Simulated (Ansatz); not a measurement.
# C₂H₅Cl₃OSi: how energies converge with the basis set

An exercise on one series of results from a longer session: the logs are not shown, and one member is left open.

Program: Ansatz 0.2.0, Gaussian basis. Level of theory: one geometry, several basis sets. These are calculated values, not measurements.

Plan: PBE0-D4/def2-SVP; ωB97M-V/def2-SVP; PBE0-D4/def2-QZVPP; ωB97M-V/def2-QZVPP; the functionals' def2-TZVPP values are taken from earlier runs.

### The relaxed structure

An earlier PBE0-D4 in a triple-zeta def2 set relaxation fixed the geometry.

12 atoms, charge 0, spin multiplicity 1.

Atoms are counted from 1 here; the program's logs count them from 0.

Bond lengths: C1–C2 1.505 Å, C1–H8 1.091 Å, C1–H9 1.092 Å, C1–H10 1.091 Å, C2–O3 1.427 Å, C2–H11 1.095 Å, C2–H12 1.095 Å, O3–Si4 1.607 Å, Si4–Cl5 2.034 Å, Si4–Cl6 2.018 Å, Si4–Cl7 2.034 Å. Angles: C2–C1–H8 110.7°, C2–C1–H9 109.9°, C2–C1–H10 110.7°, H8–C1–H9 108.5°, H8–C1–H10 108.5°, H9–C1–H10 108.5°, C1–C2–O3 108.8°, C1–C2–H11 110.9°, C1–C2–H12 110.9°, O3–C2–H11 109.1°, O3–C2–H12 109.1°, H11–C2–H12 108.0°, C2–O3–Si4 126.2°, O3–Si4–Cl5 111.0°, O3–Si4–Cl6 107.4°, O3–Si4–Cl7 111.0°, Cl5–Si4–Cl6 109.8°, Cl5–Si4–Cl7 107.8° and more.

The first run:

in.yaml

```yaml
crystal:
  periodic: [false, false, false]
  atoms:
    - {symbol: C, position_ang: [0.609295, 1.652364, 0.870504]}
    - {symbol: C, position_ang: [-0.319718, 0.564818, 0.400933]}
    - {symbol: O, position_ang: [0.437603, -0.409012, -0.316440]}
    - {symbol: Si, position_ang: [-0.137365, -1.744982, -1.000082]}
    - {symbol: Cl, position_ang: [-1.014518, -2.952205, 0.381446]}
    - {symbol: Cl, position_ang: [1.419464, -2.702866, -1.855791]}
    - {symbol: Cl, position_ang: [-1.532850, -1.300286, -2.410845]}
    - {symbol: H, position_ang: [1.379294, 1.243928, 1.527173]}
    - {symbol: H, position_ang: [0.047696, 2.408972, 1.423058]}
    - {symbol: H, position_ang: [1.097859, 2.134276, 0.021977]}
    - {symbol: H, position_ang: [-1.095683, 0.970319, -0.256916]}
    - {symbol: H, position_ang: [-0.814278, 0.079675, 1.249082]}
basis:
  gaussian: {orbitals: def2-SVP}
hamiltonian: {xc: pbe0, dispersion: d4}
output: {orbitals: {seedname: orbitals}}
```

The run is started by

```console
ansatz run in.yaml --threads 8 --pin off --events-out ev --progress --plain --max-ram 20889MiB
```

Among the steps run: PBE0-D4 in def2-SVP; ωB97M-V in def2-SVP; PBE0-D4 in def2-QZVPP; ωB97M-V in def2-QZVPP.

One table of the session follows, with a row left open; its other results are not shown here.

```
functional       basis  HOMO (eV)  LUMO (eV)
   PBE0-D4    def2-SVP          ?          ?
   PBE0-D4  def2-TZVPP      -8.93       0.16
   PBE0-D4  def2-QZVPP      -8.96      -0.05
   ωB97M-V    def2-SVP     -11.18       2.79
   ωB97M-V  def2-TZVPP     -11.29       2.20
   ωB97M-V  def2-QZVPP     -11.33       1.62
```

**Question.** Estimate the row for PBE0-D4, def2-SVP.

**Answer.** HOMO (eV): -8.87; LUMO (eV): 0.59. In the column «HOMO (eV)» it is the highest.
